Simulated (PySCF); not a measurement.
# F2Yb ([YbF2]+): the cost of one run

Computed with PySCF 2.14.0 and routines of our own; the level stands in each step. Atoms count from 0.

## Step 1: The system as given

3 atoms, charge 1, states of the metal's open shell are computed; geometry from: model geometry, bond lengths from ionic radii.

## Step 2: Ligand-field states: state-averaged CASSCF

Job settings and geometry (Å):

```
{"job": {"kind": "lf", "basis": {"metal": "x2c-TZVPall", "ligand": "x2c-SVPall"}, "nevpt": true}, "charge": 1, "metal": "Yb", "open_shell": "f13"}
Yb     0.000000     0.000000     0.000000
F      0.000000     0.000000     1.928000
F      0.000000     0.000000    -1.928000
```

Level: state-averaged CASSCF of the metal f shell, SC-NEVPT2 on the averaged canonical orbitals, state-interaction spin-orbit coupling.

Started as:

```bash
> OMP_NUM_THREADS=1 python lf_run.py task.json out
```

One launch serves the whole session: the jobs run in the order shown.

Q: Estimate the wall time and peak memory of this first job on 1 thread of Intel Xeon Platinum 8375C at 2.90GHz, shared host.

About 20 s, with a peak of 0.34 GiB.
